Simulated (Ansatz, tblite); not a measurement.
# C10H17BO2: rung by rung

One table from this session's results is given with a row withheld; the runs are named, their logs left out.

Program: Ansatz 0.2.0, Gaussian basis. Level of theory: as each input shows. These are calculated values, not measurements.

Levels to be run: GFN1-xTB, GFN2-xTB, PBE-D4/def2-TZVP, r2SCAN-D4/def2-TZVP, B97M-V/def2-TZVP, B3LYP-D4/def2-TZVP, PBE-D4/def2-SVP, PBE0-D4/def2-SVP, HF/STO-3G, HF/6-31G, B3LYP-D4/6-31G, MP2/def2-SVP, RPA/def2-SVP.

4 further runs of the same task are left out: 4 that didn't finish.

### The relaxed structure

The singlet was relaxed beforehand with PBE-D4/def2-SVP.

SMILES `OB(O)C12CC3CC(CC(C3)C1)C2`, 30 atoms, charge 0, spin multiplicity 1.

Bond lengths: O1–B2 1.379 Å, O1–H14 0.973 Å, B2–O3 1.377 Å, B2–C4 1.588 Å, O3–H15 0.974 Å, C4–C5 1.554 Å, C4–C12 1.557 Å, C4–C13 1.548 Å, C5–C6 1.541 Å, C5–H16 1.111 Å, C5–H17 1.113 Å, C6–C7 1.541 Å, C6–C11 1.541 Å, C6–H18 1.112 Å, C7–C8 1.541 Å, C7–H19 1.112 Å, C7–H20 1.112 Å, C8–C9 1.541 Å and more. Angles: B2–O1–H14 114.7°, O1–B2–O3 123.5°, O1–B2–C4 117.5°, O3–B2–C4 119.0°, B2–O3–H15 114.5°, B2–C4–C5 110.3°, B2–C4–C12 108.7°, B2–C4–C13 112.8°, C5–C4–C12 108.0°, C5–C4–C13 108.6°, C12–C4–C13 108.4°, C4–C5–C6 110.6°, C4–C5–H16 109.8°, C4–C5–H17 109.8°, C6–C5–H16 110.2°, C6–C5–H17 109.7°, H16–C5–H17 106.7°, C5–C6–C7 109.5° and more.

PBE0-D4/def2-TZVP was run before; its log isn't repeated, and its numbers join the tables.

The first run:

Tight binding, by tblite at 300 K electronic temperature and without a spin-polarisation term:

```python
tblite.interface.Calculator('GFN1-xTB', numbers, positions, charge=0, uhf=0).singlepoint()
```

Tight binding, by tblite at 300 K electronic temperature and without a spin-polarisation term:

```python
tblite.interface.Calculator('GFN2-xTB', numbers, positions, charge=0, uhf=0).singlepoint()
```

start.molden holds the orbitals of an earlier run on this state, given as this run's starting guess.

File in.yaml:

```yaml
crystal:
  periodic: [false, false, false]
  atoms:
    - {symbol: O, position_ang: [3.081473, 0.653464, 1.311591]}
    - {symbol: B, position_ang: [2.509164, 0.549542, 0.061584]}
    - {symbol: O, position_ang: [3.202954, 0.752020, -1.110800]}
    - {symbol: C, position_ang: [0.964003, 0.192657, -0.011045]}
    - {symbol: C, position_ang: [0.669310, -1.092375, 0.811733]}
    - {symbol: C, position_ang: [-0.838269, -1.412453, 0.795852]}
    - {symbol: C, position_ang: [-1.303821, -1.624698, -0.657966]}
    - {symbol: C, position_ang: [-1.040616, -0.345416, -1.476528]}
    - {symbol: C, position_ang: [-1.821137, 0.829037, -0.854078]}
    - {symbol: C, position_ang: [-1.356825, 1.044904, 0.599476]}
    - {symbol: C, position_ang: [-1.616902, -0.235904, 1.416573]}
    - {symbol: C, position_ang: [0.151254, 1.363342, 0.615298]}
    - {symbol: C, position_ang: [0.466945, -0.025753, -1.460809]}
    - {symbol: H, position_ang: [4.026048, 0.888743, 1.308965]}
    - {symbol: H, position_ang: [4.141526, 0.980783, -0.989715]}
    - {symbol: H, position_ang: [1.022925, -0.959677, 1.856210]}
    - {symbol: H, position_ang: [1.239105, -1.949409, 0.388355]}
    - {symbol: H, position_ang: [-1.025212, -2.335546, 1.386597]}
    - {symbol: H, position_ang: [-2.386294, -1.878877, -0.680292]}
    - {symbol: H, position_ang: [-0.762052, -2.484130, -1.110026]}
    - {symbol: H, position_ang: [-1.375058, -0.499512, -2.525434]}
    - {symbol: H, position_ang: [-1.655525, 1.754014, -1.448558]}
    - {symbol: H, position_ang: [-2.913300, 0.620868, -0.879796]}
    - {symbol: H, position_ang: [-1.916760, 1.893884, 1.048707]}
    - {symbol: H, position_ang: [-1.302154, -0.085177, 2.472207]}
    - {symbol: H, position_ang: [-2.705226, -0.463875, 1.433759]}
    - {symbol: H, position_ang: [0.493306, 1.543425, 1.656930]}
    - {symbol: H, position_ang: [0.342289, 2.301080, 0.047277]}
    - {symbol: H, position_ang: [0.672247, 0.879390, -2.071502]}
    - {symbol: H, position_ang: [1.036562, -0.854342, -1.934566]}
basis:
  gaussian: {orbitals: def2-TZVP, initial_orbitals: start.molden}
hamiltonian: {xc: pbe, dispersion: d4}
scf: {omitted_lower_state_checks: [starts]}
output: {forces: true, orbitals: {seedname: orbitals}}
```

Command:

```console
ansatz run in.yaml --threads 4 --pin off --events-out ev --progress --plain --max-ram 6963MiB
```

Steps of the session up to this table: PBE-D4/def2-TZVP; r2SCAN-D4/def2-TZVP; B97M-V/def2-TZVP; B3LYP-D4/def2-TZVP; PBE-D4/def2-SVP; PBE0-D4/def2-SVP; HF/STO-3G; HF/6-31G; B3LYP-D4/6-31G; MP2/def2-SVP; RPA/def2-SVP.

One of the session's tables, all rows but one given; the rest of the session is left out.

It belongs to the step «Binding energy». 

| level | binding an atom (eV) |
| --- | --- |
| HF/STO-3G | ? |
| HF/6-31G | 3.227 |
| HF/def2-SVP | 3.478 |
| PBE-D4/def2-SVP | 4.749 |
| PBE-D4/def2-TZVP | 4.681 |
| r2SCAN-D4/def2-TZVP | 4.581 |
| B97M-V/def2-TZVP | 4.563 |
| B3LYP-D4/6-31G | 4.460 |
| B3LYP-D4/def2-TZVP | 4.551 |
| PBE0-D4/def2-SVP | 4.684 |
| PBE0-D4/def2-TZVP | 4.614 |
| MP2/def2-SVP | 4.491 |

**Question.** Estimate the row for HF/STO-3G.

**Answer.** binding an atom (eV): 4.156. In the column «binding an atom (eV)» it lies between HF/def2-SVP (3.478) and B3LYP-D4/6-31G (4.460).

Limits of these values: Free atoms were run apart at each level; binding is atoms less cluster, divided by the number of atoms, without zero-point or spin-orbit terms.
